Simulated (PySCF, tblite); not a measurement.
**GeH₄OSi, a cluster model of a defect: infrared bands, NMR shifts, core binding energies and electronic excitations**

What infrared bands, NMR shifts, core binding energies and electronic excitations should one expect for `[OH][Ge][SiH3]`? It is drawn as: twofold Ge.

Programs: tblite 0.8.0 and PySCF 2.14.0. All values are calculated, for the isolated system unless a continuum is named. Atoms count from 0, parts from 1.

## Step 1: Starting point

7 atoms, charge 0, multiplicity 1; geometry: distance geometry start.

## Step 2: Geometry optimisation with GFN2-xTB

What the job is given:

```
{"job": {"kind": "relax", "xc": "GFN2-xTB", "basis": "xTB"}, "charge": 0, "multiplicity": 1}
Ge    -0.898804    -1.220080     0.307670
Si    -2.216277     0.319936    -0.784451
O      0.374097    -2.216473     1.238401
H     -2.172218     0.092005    -2.167651
H     -3.589670     0.111308    -0.328710
H     -1.791169     1.614336    -0.490650
H      1.203409    -1.838802     1.664947
```

Level: GFN2-xTB geometry optimisation, gas phase.

Command:

```sh
$ OMP_NUM_THREADS=1 python cluster_run.py task.json out
```

One launch serves the whole session: the jobs run in the order shown.

The log of the run:

```text
step      E/eV     max force
  0    -263.75954    5.058
  1    -264.35467    4.253
  2    -265.08650    2.814
  3    -265.56930    1.564
  4    -265.77551    0.884
  5    -265.81990    0.781
  6    -265.88264    0.659
  7    -265.94694    0.701
  8    -265.99745    0.574
  9    -266.02223    0.336
 10    -266.03206    0.329
 11    -266.04306    0.352
 12    -266.06068    0.570
 13    -266.09045    0.782
 14    -266.12512    0.744
 15    -266.15943    0.724
 16    -266.18962    0.542
 17    -266.20388    0.436
 18    -266.21948    0.406
 19    -266.24133    0.699
 20    -266.27061    1.249
 21    -266.30479    1.351
 22    -266.32854    0.881
 23    -266.35498    1.065
 24    -266.37044    0.202
 25    -266.37408    0.208
 26    -266.38031    0.419
 27    -266.38563    0.367
 28    -266.40582    0.311
 29    -266.42004    0.205
 30    -266.42364    0.765
 31    -266.42557    0.218
 32    -266.42861    0.268
 33    -266.43033    0.310
 34    -266.44136    0.421
 35    -266.44657    0.243
 36    -266.44906    0.096
 37    -266.44960    0.050
 38    -266.44986    0.054
 39    -266.45015    0.058
 40    -266.45068    0.053
 41    -266.45096    0.033
 42    -266.45104    0.014
 43    -266.45105    0.012
 44    -266.45106    0.012
 45    -266.45107    0.012
 46    -266.45109    0.011
 47    -266.45110    0.013
 48    -266.45112    0.011
 49    -266.45113    0.010
 50    -266.45114    0.009
 51    -266.45114    0.006
```

Run time: 0.42 s. Hardware: 1 thread of Intel Xeon 6975P-C, shared host.

Along the way:

```csv
step,energy from step 0 (eV),largest force (eV/Å)
0,0.0000,5.0584
2,-1.3270,2.8145
4,-2.0160,0.8843
6,-2.1231,0.6588
8,-2.2379,0.5747
10,-2.2725,0.3291
12,-2.3011,0.5702
14,-2.3656,0.7438
16,-2.4301,0.5416
18,-2.4599,0.4061
20,-2.5111,1.2498
22,-2.5690,0.8811
24,-2.6109,0.2022
26,-2.6208,0.4188
28,-2.6463,0.3107
30,-2.6641,0.7651
32,-2.6691,0.2683
34,-2.6818,0.4217
36,-2.6895,0.0965
38,-2.6903,0.0539
40,-2.6911,0.0526
42,-2.6915,0.0139
44,-2.6915,0.0126
46,-2.6916,0.0112
48,-2.6916,0.0114
50,-2.6916,0.0086
51,-2.6916,0.0059
```

Distances of close pairs at the start and the end, largest changes first:

```csv
bond,before (Å),after (Å),change (Å)
Ge0–Si1,2.302,2.466,+0.164
Ge0–O2,1.865,1.769,-0.096
Si1–H5,1.394,1.477,+0.083
Si1–H3,1.403,1.473,+0.071
O2–H6,1.006,0.956,-0.050
Si1–H4,1.462,1.471,+0.009
```

## Step 3: Harmonic vibrations: GFN2-xTB

What the job is given:

```
{"job": {"kind": "ir", "xc": "GFN2-xTB", "basis": "xTB"}, "charge": 0, "multiplicity": 1}
Ge     0.014506    -1.744126     0.328447
Si    -0.722946     0.457669    -0.501473
O      1.521115    -1.278347     1.130246
H     -0.636064     0.573615    -1.967551
H     -2.125690     0.778611    -0.194103
H      0.039858     1.621006    -0.004768
H      1.909222    -0.408427     1.209202
```

Level: GFN2-xTB harmonic vibrations, gas phase.

The log of the run:

```text
mode    cm-1     km/mol
  1     -28.8      0.25
  2     156.1     13.16
  3     275.0     32.45
  4     284.8     19.15
  5     368.1      6.37
  6     429.4     99.43
  7     518.9    241.24
  8     647.3    149.18
  9     781.6    660.75
 10     825.9    138.29
 11     831.4    151.86
 12    2123.3    355.30
 13    2155.8    351.62
 14    2170.7    344.95
 15    3610.9      5.94
```

Wall time 0.08 s (1 thread of Intel Xeon 6975P-C, shared host).

The strongest bands and the atoms that carry them:

```csv
cm⁻¹,km/mol,atoms
519,241.2,"O2 80 %, Ge0 15 %"
782,660.8,"H5 33 %, H4 29 %, H3 29 %"
831,151.9,"H5 47 %, H3 39 %, H4 11 %"
2123,355.3,H5 97 %
2156,351.6,H3 97 %
2171,344.9,H4 97 %
```

## Step 4: Geometry optimisation at PBE0-D3(BJ)/def2-SVP

Settings changed since step 3:

```diff
@@ -1,2 +1,2 @@
-{"job": {"kind": "ir", "xc": "GFN2-xTB", "basis": "xTB"}, "charge": 0, "multiplicity": 1}
+{"job": {"xc": "PBE0", "basis": "def2-SVP", "d3": "d3bj", "grid": 1, "kind": "geom"}, "charge": 0, "multiplicity": 1}
 Ge     0.014506    -1.744126     0.328447
```

The log of the run:

```text
step   0  E = -2443.23619199  max force = 0.011534
step   1  E = -2443.23978506  max force = 0.003734
step   2  E = -2443.23991269  max force = 0.001378
step   3  E = -2443.23996307  max force = 0.000835
step   4  E = -2443.23998326  max force = 0.000634
step   5  E = -2443.23999256  max force = 0.000433
optimisation converged
```

Wall time 9.3 s (1 thread of Intel Xeon 6975P-C, shared host); peak memory 0.37 GiB.

Step by step:

```csv
step,energy from step 0 (eV),largest force component (eV/Å)
0,0.0000,0.5931
1,-0.0978,0.1920
2,-0.1012,0.0709
3,-0.1026,0.0429
4,-0.1032,0.0326
5,-0.1034,0.0223
```

Distances of close pairs at the start and the end, largest changes first:

```csv
bond,before (Å),after (Å),change (Å)
Ge0–Si1,2.466,2.509,+0.043
Si1–H3,1.473,1.502,+0.029
Si1–H4,1.471,1.500,+0.029
Si1–H5,1.477,1.505,+0.028
Ge0–O2,1.769,1.788,+0.019
O2–H6,0.956,0.965,+0.009
```

The end geometry stands in the next job.

```csv
at the end point,value
point group (found at 0.08 Å tolerance),C1
"rotational constants (GHz, main isotopes)","10.294, 3.071, 2.432"
dipole moment (D),0.55
```

## Step 5: Nuclear shieldings: PBE0/pcSseg-1

What the job is given:

```
{"job": {"kind": "nmr", "xc": "PBE0", "basis": "pcSseg-1"}, "charge": 0, "multiplicity": 1}
Ge     0.013300    -1.805781     0.289041
Si    -0.693836     0.473400    -0.486334
O      1.506595    -1.269267     1.112778
H     -0.582276     0.569933    -1.981162
H     -2.114024     0.800771    -0.130410
H      0.181922     1.552309     0.092759
H      1.688430    -0.321651     1.103100
```

With the program's defaults for keys left out, this is: GIAO PBE0/pcSseg-1 NMR shielding, non-relativistic, gas phase.

The log of the run:

```text
coarse grid: 28896 points
cycle   1  E = -2443.2678795569  dE = -7.095e-01  |g| = 1.100e+00  |ddm| = 2.460e+00
cycle   2  E = -2442.4400920405  dE =  8.278e-01  |g| = 2.172e+00  |ddm| = 1.833e+00
cycle   3  E = -2443.3748310972  dE = -9.347e-01  |g| = 4.275e-01  |ddm| = 1.523e+00
cycle   4  E = -2443.4111393776  dE = -3.631e-02  |g| = 1.010e-01  |ddm| = 3.175e-01
cycle   5  E = -2443.4120943078  dE = -9.549e-04  |g| = 2.246e-02  |ddm| = 1.093e-01
cycle   6  E = -2443.4121966665  dE = -1.024e-04  |g| = 4.191e-03  |ddm| = 3.256e-02
cycle   7  E = -2443.4122014327  dE = -4.766e-06  |g| = 7.229e-04  |ddm| = 6.570e-03
final grid: 57664 points
cycle   8  E = -2443.4121499314  dE = -5.261e-08  |g| = 7.629e-04  |ddm| = 2.399e-03
cycle   9  E = -2443.4121498363  dE =  9.508e-08  |g| = 1.082e-03  |ddm| = 2.153e-03
cycle  10  E = -2443.4121500974  dE = -2.612e-07  |g| = 2.580e-04  |ddm| = 9.879e-04
cycle  11  E = -2443.4121501115  dE = -1.403e-08  |g| = 2.117e-05  |ddm| = 2.402e-04
cycle  12  E = -2443.4121501115  dE = -6.730e-11  |g| = 5.866e-06  |ddm| = 2.193e-05
converged SCF energy = -2443.4121501115

GIAO shielding tensors (ppm)
atom      isotropic    diamagn.    paramagn.     s11        s22        s33       span
  0 Ge      49.554    2754.961   -2705.407  -2010.627   1042.270   1117.018   3127.646
  1 Si     438.727     880.072    -441.345    396.179    439.362    480.639     84.461
  2 O      -27.669     395.465    -423.134   -322.140   -108.775    347.909    670.048
  3 H       27.677      28.296      -0.619     25.122     26.017     31.892      6.769
  4 H       27.488      28.239      -0.750     24.699     25.989     31.777      7.078
  5 H       28.161      29.091      -0.930     25.491     26.684     32.308      6.817
  6 H       21.839      33.452     -11.614     18.549     19.949     27.018      8.469
```

Run time: 6.4 s. Hardware: 1 thread of Intel Xeon 6975P-C, shared host; peak memory 0.5 GiB.

Shifts follow as δ = σ(reference) − σ, with reference shieldings (ppm) from runs at the same level and on the same kind of geometry: ¹H TMS 31.27, ²⁹Si TMS 352.0, ¹⁷O H2O 334.6, ⁷³Ge GeMe4 1330. The references are single molecules in the gas phase, so shifts against H2O, NH3, PH3, H3PO4 or CFCl3 are not on the usual liquid scales and can be off by tens of ppm.

```csv
atoms,environment,σ (ppm),δ (ppm)
H6,hydrogen on an oxygen bonded to Ge,21.84,9.43
H4,hydrogen on a silicon bonded to Ge,27.49,3.78
H3,hydrogen on a silicon bonded to Ge,27.68,3.59
H5,hydrogen on a silicon bonded to Ge,28.16,3.11
Ge0,"germanium bonded to O, Si",50,1281
Si1,"silicon bonded to Ge, 3 H",438.7,-86.7
O2,"oxygen bonded to Ge, H",-27.7,362.2
```

The run also stored atomic charges by several schemes (e):

```csv
atoms,Mulliken,IAO,Hirshfeld,ESP fit
Ge0,0.34,0.45,0.27,0.07
Si1,0.21,0.18,0.14,0.59
O2,-0.60,-0.69,-0.31,-0.48
```

Mayer bond orders: Ge0–Si1 0.91, Ge0–O2 1.00.

Orbitals, density, ELF and potential are computed afterwards from the orbital file.

Frontier orbitals at PBE0/pcSseg-1, with the share of their density that lies nearest to each atom:

```csv
orbital,energy (eV),lies on
HOMO,-6.51,Ge0 53 %; Si1 26 %
LUMO,-2.64,Ge0 75 %; O2 12 %
```

ELF in a plane through or near 5 of the atoms.

Ten even steps from '0' (0.00) to '9' (1.00):
```
0000000000000000000000000000
0000000000000000000000000000
0000000000000000000000000000
0000000000000378861000000000
0000000000005999996200000000
0000000010006999997300000000
0000002587103999997300000000
0000014799501799996310000000
0001346799501476322221000000
0002688567303622761332000000
0002788247326833671442000000
0001467775115893103542000000
0000012222761588433321000000
0000000223543265321100000000
0000004652332442100000000000
0000127887335641000000000000
0000148999998731000000000000
0000016899998720000000000000
0000012478886400000000000000
0000122212321000000000000000
```
The map spans 9.7 Å across and 8.1 Å up, centred on the molecule. Atoms in the plane (x, y in Å): Ge0 (-1.1, -1.5), Si1 (1.0, 0.0), O2 (-2.3, -0.1), H5 (0.7, 1.4), H6 (-1.9, 0.8).

On the surface of density 0.002 e/bohr³ the electrostatic potential runs, from the 1st to the 99th percentile, from -1.35 V near O2 to 2.14 V near H6.

## Step 6: Core-electron binding energies: SCAN, X2C

Settings changed since step 5:

```diff
@@ -1,2 +1,2 @@
-{"job": {"kind": "nmr", "xc": "PBE0", "basis": "pcSseg-1"}, "charge": 0, "multiplicity": 1}
+{"job": {"kind": "xps", "holes": 2}, "charge": 0, "multiplicity": 1}
 Ge     0.013300    -1.805781     0.289041
```

Method: delta-SCF UKS SCAN, pcX-2 on the ionised atom, pcseg-1 elsewhere, spin-free X2C.

The log of the run:

```text
ground state, core basis on atom 1 (Si), 121 functions
  cycle   1  E = -2461.62055986  |g| = 7.07e-01
  cycle   2  E = -2460.22357929  |g| = 2.35e+00
  cycle   3  E = -2461.71390856  |g| = 1.69e-01
  cycle   4  E = -2461.72351483  |g| = 8.03e-02
  cycle   5  E = -2461.72574744  |g| = 2.58e-02
  cycle   6  E = -2461.72593335  |g| = 6.44e-03
  cycle   7  E = -2461.72594525  |g| = 1.80e-03
  cycle   8  E = -2461.72594303  |g| = 3.25e-04
  E(ground) = -2461.84938751 Eh
hole in Si 2p of atom 1
  cycle   1  E = -2457.46800980  |g| = 1.23e+00
  cycle   2  E = -2457.30379648  |g| = 1.12e+00
  cycle   3  E = -2457.70453119  |g| = 4.45e-01
  cycle   4  E = -2457.77681436  |g| = 2.58e-01
  cycle   5  E = -2457.80158256  |g| = 7.29e-02
  cycle   6  E = -2457.80516758  |g| = 1.01e-02
  cycle   7  E = -2457.80522444  |g| = 3.19e-03
  cycle   8  E = -2457.80523437  |g| = 9.50e-04
  cycle   9  E = -2457.80523270  |g| = 4.05e-04
  E(ion) = -2457.94038774 Eh   <S^2> = 0.7540   hole on atom = 1.002   binding energy = 106.369 eV
  2p3/2 = 106.177 eV   2p1/2 = 106.800 eV
ground state, core basis on atom 2 (O), 110 functions
  cycle   1  E = -2461.66563930  |g| = 1.11e-01
  cycle   2  E = -2461.66090255  |g| = 1.67e-01
  cycle   3  E = -2461.66555466  |g| = 6.83e-02
  cycle   4  E = -2461.66646816  |g| = 8.54e-03
  cycle   5  E = -2461.66649686  |g| = 1.35e-03
  cycle   6  E = -2461.66649768  |g| = 3.29e-04
  E(ground) = -2461.82915475 Eh
hole in O 1s of atom 2
  cycle   1  E = -2441.04405632  |g| = 2.23e+00
  cycle   2  E = -2440.16243510  |g| = 2.37e+00
  cycle   3  E = -2441.78284999  |g| = 4.63e-01
  cycle   4  E = -2441.83702899  |g| = 2.34e-01
  cycle   5  E = -2441.88420691  |g| = 6.91e-02
  cycle   6  E = -2441.88821405  |g| = 1.21e-02
  cycle   7  E = -2441.88832254  |g| = 4.07e-03
  cycle   8  E = -2441.88833714  |g| = 9.71e-04
  cycle   9  E = -2441.88833921  |g| = 3.34e-04
  E(ion) = -2442.05253385 Eh   <S^2> = 0.7637   hole on atom = 1.000   binding energy = 538.149 eV
```

Wall time 5.4 s (1 thread of Intel Xeon 6975P-C, shared host); peak memory 0.46 GiB.

The holes in one table. −ε is the ground-state orbital energy:

```csv
hole,stands for,environment,ΔSCF (eV; 2p as the shell's mean),−ε (eV),⟨S²⟩
Si2p on Si1,Si1,"silicon bonded to Ge, 3 H",106.38,96.0,0.754
O1s on O2,O2,"oxygen bonded to Ge, H",538.15,517.1,0.764
```

With the spin-orbit splitting: Si1 2p3/2 106.18, 2p1/2 106.80 eV. The table gives each 2p level as the mean over the whole 2p shell (two parts 2p3/2, one part 2p1/2), which differs a little from the single hole in the log.

## Step 7: Infrared spectrum: PBE0-D3(BJ)/def2-SVP

Settings changed since step 6:

```diff
@@ -1,2 +1,2 @@
-{"job": {"kind": "xps", "holes": 2}, "charge": 0, "multiplicity": 1}
+{"job": {"kind": "irdft", "xc": "PBE0", "basis": "def2-SVP", "disp": "d3bj", "grid": 2}, "charge": 0, "multiplicity": 1}
 Ge     0.013300    -1.805781     0.289041
```

With the program's defaults for keys left out, this is: PBE0-D3(BJ)/def2-SVP harmonic vibrations by differences of gradients, gas phase.

The log of the run:

```text
coarse grid: 28896 points
cycle   1  E = -2443.1191147045  dE = -6.484e-01  |g| = 7.900e-01  |ddm| = 2.434e+00
cycle   2  E = -2442.3135142061  dE =  8.056e-01  |g| = 1.994e+00  |ddm| = 1.870e+00
cycle   3  E = -2443.2327599823  dE = -9.192e-01  |g| = 1.635e-01  |ddm| = 1.507e+00
cycle   4  E = -2443.2391788272  dE = -6.419e-03  |g| = 7.552e-02  |ddm| = 2.289e-01
cycle   5  E = -2443.2399523960  dE = -7.736e-04  |g| = 1.301e-02  |ddm| = 6.531e-02
cycle   6  E = -2443.2399911355  dE = -3.874e-05  |g| = 2.228e-03  |ddm| = 1.728e-02
cycle   7  E = -2443.2399925054  dE = -1.370e-06  |g| = 3.377e-04  |ddm| = 2.933e-03
final grid: 57664 points
cycle   8  E = -2443.2399424589  dE = -3.961e-08  |g| = 2.736e-04  |ddm| = 1.134e-03
cycle   9  E = -2443.2399424505  dE =  8.436e-09  |g| = 3.764e-04  |ddm| = 7.482e-04
cycle  10  E = -2443.2399424868  dE = -3.631e-08  |g| = 1.078e-04  |ddm| = 3.729e-04
cycle  11  E = -2443.2399424894  dE = -2.599e-09  |g| = 5.725e-06  |ddm| = 9.090e-05
cycle  12  E = -2443.2399424894  dE = -2.728e-11  |g| = 1.900e-06  |ddm| = 1.155e-05
converged SCF energy = -2443.2399424894

mode    cm-1     km/mol
  1      17.4      1.11
  2     149.1     13.26
  3     289.8     18.23
  4     335.0     43.85
  5     444.6     14.44
  6     556.8     92.40
  7     695.8    113.94
  8     826.0    237.22
  9     857.0    100.09
 10     923.0     22.86
 11     924.9     33.92
 12    2164.1    102.09
 13    2188.7     92.08
 14    2200.2     97.28
 15    3871.4     65.24
```

Wall time 84 s (1 thread of Intel Xeon 6975P-C, shared host); peak memory 0.46 GiB.

The strongest bands and the atoms that carry them:

```csv
cm⁻¹,km/mol,atoms
557,92.4,H6 85 %
696,113.9,"O2 81 %, Ge0 17 %"
826,237.2,"H6 62 %, H3 11 %, H4 11 %"
857,100.1,"H6 29 %, H3 21 %, H5 20 %, H4 20 %"
2164,102.1,H5 88 %
2200,97.3,H4 87 %
```

## Step 8: Ultraviolet spectrum: BHandHLYP/6-31G in water

Settings changed since step 7:

```diff
@@ -1,2 +1,2 @@
-{"job": {"kind": "irdft", "xc": "PBE0", "basis": "def2-SVP", "disp": "d3bj", "grid": 2}, "charge": 0, "multiplicity": 1}
+{"job": {"kind": "uv", "xc": "BHandHLYP", "basis": "6-31G", "nstates": 10, "ntriplets": 4, "tda": false, "solvent": "water", "scf": {"guess": "atom", "level_shift": 0.1}}, "charge": 0, "multiplicity": 1}
 Ge     0.013300    -1.805781     0.289041
```

Method: TDDFT BHandHLYP/6-31G, vertical, IEF-PCM water (non-equilibrium linear response), core orbitals frozen in the response.

The log of the run:

```text
final grid: 57664 points
cycle   1  E = -2443.5219565807  dE =  2.303e-01  |g| = 7.587e-01  |ddm| = 2.408e+00
cycle   2  E = -2443.4893997949  dE =  3.256e-02  |g| = 8.937e-01  |ddm| = 1.115e+00
cycle   3  E = -2443.6391485978  dE = -1.497e-01  |g| = 7.597e-02  |ddm| = 4.979e-01
cycle   4  E = -2443.6408366488  dE = -1.688e-03  |g| = 9.759e-03  |ddm| = 8.898e-02
cycle   5  E = -2443.6409134996  dE = -7.685e-05  |g| = 6.018e-03  |ddm| = 2.703e-02
cycle   6  E = -2443.6409321367  dE = -1.864e-05  |g| = 1.800e-03  |ddm| = 1.519e-02
cycle   7  E = -2443.6409347279  dE = -2.591e-06  |g| = 6.163e-04  |ddm| = 6.641e-03
cycle   8  E = -2443.6409351058  dE = -3.779e-07  |g| = 1.740e-04  |ddm| = 2.620e-03
cycle   9  E = -2443.6409351472  dE = -4.136e-08  |g| = 4.565e-05  |ddm| = 1.033e-03
cycle  10  E = -2443.6409351502  dE = -3.015e-09  |g| = 1.201e-05  |ddm| = 2.962e-04
cycle  11  E = -2443.6409351504  dE = -2.228e-10  |g| = 3.320e-06  |ddm| = 8.784e-05
level shift removed, Fock matrix diagonalised once more
converged SCF energy = -2443.6409351504

Static polarisability (au): isotropic 79.469, principal 55.048 68.141 115.219

Singlet excitations
state   eV       nm        f      main configurations
  1   2.7140    456.8   0.00866   H->L 1.00
  2   5.3145    233.3   0.07343   H->L+1 0.90, H->L+2 0.09
  3   5.6526    219.3   0.04980   H-1->L 0.91
  4   6.5128    190.4   1.03870   H->L+2 0.86, H->L+1 0.08
  5   6.7585    183.4   0.03741   H-2->L 0.55, H-4->L 0.34
  6   7.2555    170.9   0.00184   H-3->L 0.91
  7   7.3933    167.7   0.21556   H-4->L 0.55, H-2->L 0.38
  8   7.7066    160.9   0.06393   H->L+3 0.94
  9   8.1652    151.8   0.08425   H->L+4 0.84, H-1->L+1 0.10
 10   8.3692    148.1   0.01259   H-2->L+1 0.45, H-4->L+1 0.44

Triplet excitations (Tamm-Dancoff, eV): 1.8901 4.4007 4.8817 5.3459
```

Run time: 2.6 s. Hardware: 1 thread of Intel Xeon 6975P-C, shared host; peak memory 0.46 GiB.

Frontier orbitals and where they lie:

```csv
orbital,eV,atoms
HOMO−3,-11.01,"Si1 38 %, H5 33 %, Ge0 10 %"
HOMO−2,-10.75,"O2 32 %, Si1 28 %, H3 22 %"
HOMO−1,-10.25,"O2 46 %, Ge0 26 %, Si1 13 %"
HOMO,-7.16,"Ge0 58 %, Si1 32 %"
LUMO,-1.44,"Ge0 84 %, O2 10 %"
LUMO+1,0.74,"Ge0 62 %, Si1 17 %, O2 9 %"
LUMO+2,1.61,"Ge0 54 %, Si1 37 %, O2 5 %"
```

With each of the 10 states as a Gaussian band of 0.4 eV half-width at 1/e, the curve within the window shown has maxima at 228 nm (ε 4,200), 190 nm (ε 43,000), 167 nm (ε 11,000) L/(mol cm). Beyond the last state computed it falls off for lack of states. The curve at chosen wavelengths:

nm, ε (L/mol/cm) and a bar:
```
      143        996 #
      161       8382 #######
      178      15791 ##############
      196      34351 ##############################
      214       4149 ####
      232       4076 ####
      249       1589 #
      267        181 
      285          9 
      302          0 
      320          0 
      338          1 
      356          9 
      373         34 
      391         95 
      409        187 
      427        280 
      444        337 
      462        349 
      480        315 
      497        260 
      515        195 
      533        137 
      551         91 
      568         60 
      586         37
```

Further results of this job:

```csv
property,computed
dipole moment (D),1.31
polarisability (Å³),11.78
HOMO–LUMO gap (eV),5.72
−ε(HOMO) (eV),7.16
```

## Step 9: Summary of results

```
                                             quantity                        value
            strongest single infrared mode (GFN2-xTB)                     782 cm⁻¹
                                          point group                           C1
                 rotational constants (main isotopes)        10.29, 3.07, 2.43 GHz
                ¹H shifts against TMS (PBE0/pcSseg-1)   9.43, 3.78, 3.59, 3.11 ppm
            ⁷³Ge shifts against GeMe4 (PBE0/pcSseg-1)                     1281 ppm
              ²⁹Si shifts against TMS (PBE0/pcSseg-1)                    -86.7 ppm
               ¹⁷O shifts against H2O (PBE0/pcSseg-1)                    362.2 ppm
                surface potential, 1st and 99th percentile           -1.35 V and 2.14 V
                    Si2p binding energies, SCAN/pcX-2                Si1 106.38 eV
                     O1s binding energies, SCAN/pcX-2                 O2 538.15 eV
strongest single infrared mode (PBE0-D3(BJ)/def2-SVP)                     826 cm⁻¹
                     lowest singlet (BHandHLYP/6-31G)  2.71 eV (457 nm), f = 0.009
             brightest single state of those computed  state 4, 6.51 eV, f = 1.039
                                       lowest triplet                      1.89 eV
```

**Reading.** At GFN2-xTB the lowest mode is imaginary (29i cm⁻¹), so the geometry is not a minimum there. Relaxing lowered the energy by 0.103 eV in 5 steps; the close pair that moved most is Ge0–Si1, from 2.466 to 2.509 Å (PBE0/def2-SVP). At PBE0/pcSseg-1: The largest span, 3128 ppm, is at Ge0, where the paramagnetic term is -2705 ppm. At PBE0/pcSseg-1, counted by nearest atom on the grid, the HOMO lies on Ge0 53 %; Si1 26 %, the LUMO on Ge0 75 %; O2 12 %. No mode is imaginary at PBE0-D3(BJ)/def2-SVP; the softest lies at 17 cm⁻¹. The first singlet state (HOMO→LUMO 1.00) lies at 2.71 eV and is weak; of the 10 states computed, the strongest absorption comes from state 4 at 6.51 eV. The lowest triplet lies 0.82 eV below the lowest singlet (triplets in Tamm-Dancoff, singlets in full TDDFT). The basis of BHandHLYP/6-31G has no diffuse functions, so Rydberg states are missing and the high states are unreliable. Spin-orbit coupling is left out, which matters for shieldings and couplings at and beside the heavy atoms.
